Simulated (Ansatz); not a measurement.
# C2H3BFO: the cost of one run

All numbers below are computed with Ansatz 0.2.0 (RKS B3LYP/def2-SVP).

**1. Starting point**

Bond lengths: C1–C2 1.194 Å, C2–O3 1.346 Å, O3–B4 1.402 Å, B4–F5 1.285 Å, C1–H6 1.056 Å, O3–H7 0.982 Å, B4–H8 1.165 Å. Angles: C1–C2–O3 179.3°, C2–C1–H6 179.4°, C2–O3–B4 128.1°, C2–O3–H7 113.3°, B4–O3–H7 118.6°, O3–B4–F5 112.1°, O3–B4–H8 121.8°, F5–B4–H8 126.1°.

Structure file:

```xyz
8

C    -0.5350    2.0464    0.0818
C    -0.0332    0.9644    0.1277
O     0.5181   -0.2631    0.1736
B    -0.0445   -1.4797   -0.2361
F     0.7549   -2.4689   -0.0524
H    -0.9691    3.0083    0.0452
H     1.4267   -0.2679    0.5462
H    -1.1179   -1.5395   -0.6860
```

**2. Relaxing end A**

Contents of input.yaml:

```yaml
crystal:
  periodic: [false, false, false]
  atoms:
    - { symbol: C, position_ang: [-0.53501, 2.04642, 0.08176] }
    - { symbol: C, position_ang: [-0.03317, 0.96443, 0.12769] }
    - { symbol: O, position_ang: [0.51814, -0.26308, 0.17364] }
    - { symbol: B, position_ang: [-0.04445, -1.47972, -0.2361] }
    - { symbol: F, position_ang: [0.75485, -2.4689, -0.05236] }
    - { symbol: H, position_ang: [-0.96914, 3.0083, 0.04524] }
    - { symbol: H, position_ang: [1.42671, -0.2679, 0.54615] }
    - { symbol: H, position_ang: [-1.11793, -1.53955, -0.68604] }
total_charge: 1
basis:
  gaussian: { orbitals: def2-SVP }
hamiltonian:
  xc: b3lyp
relax:
  f_tol: 0.015
  max_steps: 40
output:
  orbitals: {}
```

Started as:

```sh
$ ansatz run input.yaml --threads 1 --pin off --max-ram 2048MiB --backend cpu --events-out ev --progress --plain --runs-dir out
```

**Question.** How long does this run take on 1 thread of Arm Neoverse V1, shared host, and how much memory does it need?

About 26 s, with a peak of 0.15 GiB.
